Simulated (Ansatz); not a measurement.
**C₂H₉InS: basis-set convergence**

An exercise on one series of results from a longer session: the logs are not shown, and one member is left open.

Computed with Ansatz 0.2.0, Gaussian basis. Level: one geometry, several basis sets.

Plan: PBE0-D4/def2-SVP; ωB97M-V/def2-SVP; PBE0-D4/def2-QZVPP; ωB97M-V/def2-QZVPP; the functionals' def2-TZVPP values are taken from earlier runs.

## Structure used throughout

The geometry comes from an earlier relaxation with PBE0-D4 in a triple-zeta def2 set; it is a stationary point, not always the lowest conformer. In takes the def2 core potential; no spin-orbit term is included.

SMILES `C[S+](C)[InH3-]`, 13 atoms, charge 0, spin multiplicity 1.

Atoms are counted from 1 here; the program's logs count them from 0.

Bond lengths: C1–S2 1.796 Å, C1–H5 1.090 Å, C1–H6 1.091 Å, C1–H7 1.090 Å, S2–C3 1.796 Å, S2–In4 2.745 Å, C3–H8 1.090 Å, C3–H9 1.091 Å, C3–H10 1.090 Å, In4–H11 1.738 Å, In4–H12 1.728 Å, In4–H13 1.738 Å. Angles: S2–C1–H5 107.0°, S2–C1–H6 109.9°, S2–C1–H7 110.7°, H5–C1–H6 109.5°, H5–C1–H7 108.9°, H6–C1–H7 110.9°, C1–S2–C3 100.5°, C1–S2–In4 100.9°, C3–S2–In4 100.9°, S2–C3–H8 107.0°, S2–C3–H9 109.9°, S2–C3–H10 110.7°, H8–C3–H9 109.5°, H8–C3–H10 108.9°, H9–C3–H10 110.9°, S2–In4–H11 94.0°, S2–In4–H12 100.4°, S2–In4–H13 93.9° and more.

Set-up of the first run:

in.yaml reads:

```yaml
crystal:
  periodic: [false, false, false]
  atoms:
    - {symbol: C, position_ang: [-0.467057, 1.562652, -0.561949]}
    - {symbol: S, position_ang: [-0.688589, 0.286219, 0.681658]}
    - {symbol: C, position_ang: [0.946270, 0.263627, 1.424382]}
    - {symbol: In, position_ang: [-0.583700, -1.974104, -0.872683]}
    - {symbol: H, position_ang: [-1.399706, 1.627460, -1.121396]}
    - {symbol: H, position_ang: [-0.265491, 2.519435, -0.079062]}
    - {symbol: H, position_ang: [0.337367, 1.297108, -1.247799]}
    - {symbol: H, position_ang: [0.944671, -0.527043, 2.173965]}
    - {symbol: H, position_ang: [1.147566, 1.220948, 1.906315]}
    - {symbol: H, position_ang: [1.706249, 0.038243, 0.676299]}
    - {symbol: H, position_ang: [-0.588483, -1.090790, -2.369422]}
    - {symbol: H, position_ang: [-2.022883, -2.777000, -0.353865]}
    - {symbol: H, position_ang: [0.954185, -2.481655, -0.241744]}
basis:
  gaussian: {orbitals: def2-SVP}
hamiltonian: {xc: pbe0, dispersion: d4}
output: {orbitals: {seedname: orbitals}}
```

On the command line:

```bash
$ ansatz run in.yaml --threads 4 --pin off --events-out ev --progress --plain --max-ram 10444MiB
```

Among the steps run: PBE0-D4 in def2-SVP; ωB97M-V in def2-SVP; PBE0-D4 in def2-QZVPP; ωB97M-V in def2-QZVPP.

One of the session's tables, all rows but one given; the rest of the session is left out.

It belongs to the step «Density functionals: the series». 

| functional | basis | HOMO (eV) | LUMO (eV) |
| --- | --- | --- | --- |
| PBE0-D4 | def2-SVP | -7.34 | -0.03 |
| PBE0-D4 | def2-TZVPP | ? | ? |
| PBE0-D4 | def2-QZVPP | -7.40 | -0.28 |
| ωB97M-V | def2-SVP | -9.50 | 1.50 |
| ωB97M-V | def2-TZVPP | -9.61 | 1.05 |
| ωB97M-V | def2-QZVPP | -9.62 | 0.86 |

Estimate the missing values for PBE0-D4, def2-TZVPP.

As computed: HOMO (eV): -7.39; LUMO (eV): -0.22. In the column «HOMO (eV)» it lies between PBE0-D4, def2-QZVPP (-7.40) and PBE0-D4, def2-SVP (-7.34).
